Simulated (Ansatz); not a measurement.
Mg, space group P6/mmm, a run that restarts from a saved state

Program: the Python package of Ansatz (0.2.0).

Script `restart_mg.py`:
```python
'''Two stages for Mg: converge the density, then read it back for bands.'''

import argparse
import logging
import sys

import ansatz as az

logging.basicConfig(stream=sys.stdout, format='%(levelname)s:%(name)s:%(message)s')
log = logging.getLogger('mg')
log.setLevel(logging.INFO)

FILLING = 'cold'
MESH = (11, 11, 9)
XC = 'r2SCAN'
VDW = 'd4'
BETA = 0.6
SCF_TOL = 1e-05

lattice = az.Lattice.of(
    (3.0502998, 0.0, 0.0),
    (-1.5251499, 2.64163712, 0.0),
    (0.0, 0.0, 3.04483757),
)
sites = [
    ('Mg', (0.0, 0.0, 0.0)),
]
cell = az.Crystal(lattice=lattice)
for symbol, position in sites:
    cell = cell.atom(symbol, position)

parser = argparse.ArgumentParser()
parser.add_argument('stage', choices=['scf', 'bands'])
stage = parser.parse_args().stage
setup = cell.calculation()
setup = setup.pseudopotentials('nc')
setup = setup.occupations(FILLING).kpoints(*MESH)
setup = setup.functional(XC, dispersion=VDW)
setup = setup.mixing('anderson', ndim=4, beta=BETA)
setup = setup.scf(tolerance=SCF_TOL)
if stage == 'scf':
    summary = setup.checkpoint(write='state').run(threads=1).report
    log.info(f'F = {summary["free_energy_ev"]:.5f} eV after {summary["n_iterations"]} iterations, saved')
else:
    points = {'G': (0.0, 0.0, 0.0), 'M': (0.5, 0.0, 0.0), 'K': (0.33333, 0.33333, 0.0), 'A': (0.0, 0.0, 0.5), 'L': (0.5, 0.0, 0.5)}
    out = setup.checkpoint(read='state', post_process_only=True).band_structure(list(points.values()), intervals=1).run(threads=1)
    bands = out.band_structure()
    for label, levels in zip(points, bands.channels[0].eigenvalues_ev - bands.fermi_energy_ev):
        print(f'{label:3s}', ' '.join(f'{e:7.3f}' for e in levels if abs(e) < 6))
```

Output of `python restart_mg.py scf`:
```text
DeckWarning: basis.ecutwfc = 1142.878222 eV, auto-derived from the records' recommended cutoffs: set by Mg (normal level)
INFO:mg:F = -1652.32275 eV after 5 iterations, saved
```
(Warnings from the package without file and line.)

Running `python restart_mg.py bands` prints:
```text
DeckWarning: basis.ecutwfc = 1142.878222 eV, auto-derived from the records' recommended cutoffs: set by Mg (normal level)
G
M    -1.799  -1.100
K    -0.017  -0.017   1.265
A    -3.004  -2.673
L     1.594   2.581   3.073   3.518
```
(Warnings from the package without file and line.)

Reading the output:
- These settings explore the input space; cutoff and mesh may be short of convergence.
- Such functionals run on norm-conserving files made under PBE, which can move pressures by some GPa.
- Dispersion corrections can be off by several per cent in the lattices of metals, and by several GPa in the pressure at a fixed cell.
- For a metal this k-point mesh is coarse: on a finer one energies can move by several to tens of meV an atom and pressures by half a GPa or more, differences at one mesh by less.
- This isn't the structure that Mg takes at ambient conditions.
- Levels are Kohn-Sham eigenvalues on this mesh.
- Timing: 4.1 s on 1 thread of AMD EPYC 9R45 96-Core Processor (Zen 5), with other jobs on the host, peak memory 0.38 GiB.

(Lines on the test bed's own set-up are left out of the output.)
